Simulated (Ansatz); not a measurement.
**ClFH4Si2: up Jacob's ladder to CCSD(T)**

Aim: compute ClFH4Si2 with functionals from several rungs and with coupled cluster. The yardstick is the atomisation energy at the CCSD(T) limit.

Computed with Ansatz 0.2.0, Gaussian basis. Level: functionals in def2-TZVPP, the program's frozen cores in correlated methods.

Plan: LDA (SPW92), PBE-D4, revPBE-D4, BLYP-D4, r2SCAN-D4, B97M-V, PBE0-D4, B3LYP-D4, r2SCANh-D4, r2SCAN0-D4, HSE06-D4, BHLYP-D4, CAM-B3LYP-D4, LC-ωPBE, ωB97X-V, ωB97M-V, B2PLYP, PBE-QIDH; CCSD(T)/def2-SVP; CCSD(T)/def2-TZVPP; MP2/def2-QZVPP; extrapolation to the limit; RPA on PBE.

## Step 1: The geometry

All runs share one geometry, relaxed beforehand with PBE0-D4 in a triple-zeta def2 set.

SMILES `F[SiH]([SiH3])Cl`, 8 atoms, charge 0, spin multiplicity 1.

Atoms are counted from 1 here; the program's logs count them from 0.

Bond lengths: F1–Si2 1.597 Å, Si2–Si3 2.339 Å, Si2–Cl4 2.049 Å, Si2–H5 1.481 Å, Si3–H6 1.487 Å, Si3–H7 1.486 Å, Si3–H8 1.485 Å. Angles: F1–Si2–Si3 109.8°, F1–Si2–Cl4 107.9°, F1–Si2–H5 107.2°, Si3–Si2–Cl4 109.0°, Si3–Si2–H5 115.4°, Cl4–Si2–H5 107.3°, Si2–Si3–H6 110.0°, Si2–Si3–H7 108.3°, Si2–Si3–H8 109.2°, H6–Si3–H7 109.5°, H6–Si3–H8 109.9°, H7–Si3–H8 109.9°.

## Step 2: LDA

This LDA is Slater exchange with PW92 correlation.

Contents of in.yaml:

```yaml
crystal:
  periodic: [false, false, false]
  atoms:
    - {symbol: F, position_ang: [-1.329010, 1.796786, 0.161190]}
    - {symbol: Si, position_ang: [-0.382923, 0.812798, -0.667701]}
    - {symbol: Si, position_ang: [0.538994, -0.792990, 0.761296]}
    - {symbol: Cl, position_ang: [-1.534069, -0.130112, -2.075926]}
    - {symbol: H, position_ang: [0.596573, 1.655450, -1.392306]}
    - {symbol: H, position_ang: [1.355680, -0.131068, 1.812333]}
    - {symbol: H, position_ang: [1.403548, -1.693849, -0.044400]}
    - {symbol: H, position_ang: [-0.556592, -1.574115, 1.389614]}
basis:
  gaussian: {orbitals: def2-TZVPP}
hamiltonian: {xc: lda}
output: {orbitals: {seedname: orbitals}}
```

Further steps of the session: PBE-D4 (GGA); revPBE-D4 (GGA); BLYP-D4 (GGA); r2SCAN-D4 (meta-GGA); B97M-V (meta-GGA); PBE0-D4 (hybrid); B3LYP-D4 (hybrid); r2SCANh-D4 (hybrid); r2SCAN0-D4 (hybrid); HSE06-D4 (hybrid); BHLYP-D4 (hybrid); CAM-B3LYP-D4 (range-separated); LC-ωPBE-D4 (range-separated); ωB97X-V (range-separated); ωB97M-V (range-separated); B2PLYP (double hybrid); PBE-QIDH (double hybrid); CCSD(T) in def2-SVP; CCSD(T) in def2-TZVPP; MP2 in def2-QZVPP; RPA on PBE orbitals.

**Question.** What will the summary of the whole plan be? Wanted: atomisation energy, CCSD(T)/CBS; farthest beyond LDA; mean size of error, GGA; mean size of error, meta-GGA; mean size of error, hybrid; mean size of error, range-separated; mean size of error, double hybrid; gap, smallest and largest; T1 diagnostic.

As calculated:

```
                               quantity                                              value
        atomisation energy, CCSD(T)/CBS                                          26.483 eV
    functionals within 0.132 eV (0.5 %)  r2SCAN-D4, B97M-V, CAM-B3LYP-D4, ωB97X-V, ωB97M-V
                    farthest beyond LDA                              revPBE-D4 (-0.753 eV)
                mean size of error, GGA                                           0.504 eV
           mean size of error, meta-GGA                                           0.084 eV
             mean size of error, hybrid                                           0.421 eV
    mean size of error, range-separated                                           0.198 eV
      mean size of error, double hybrid                                           0.491 eV
              gap, smallest and largest          5.59 eV (LDA (SPW92)), 12.62 eV (LC-ωPBE)
                          T1 diagnostic                                             0.0117
triples share of the correlation energy                                              3.3 %
```

LDA overbinds by 2.874 eV (11 %). PBE-D4 is off by -0.257 eV. Double hybrids carry the basis error of their MP2 part in triple zeta, and no dispersion term here, so their miss is partly the set-up's. By mean error the best rung here is meta-GGA (0.084 eV) and the worst beyond LDA is GGA (0.504 eV). The reference freezes the cores and leaves out relativity and excitations past (T), so misses under about 0.132 eV can't be ranked. Hartree-Fock recovers 76 % of the binding; the rest is correlation. CCSD(T) in def2-SVP is off by -2.275 eV, so the small basis spoils what the method gains. Orbital gaps span 5.6 to 12.6 eV; exact exchange widens them.
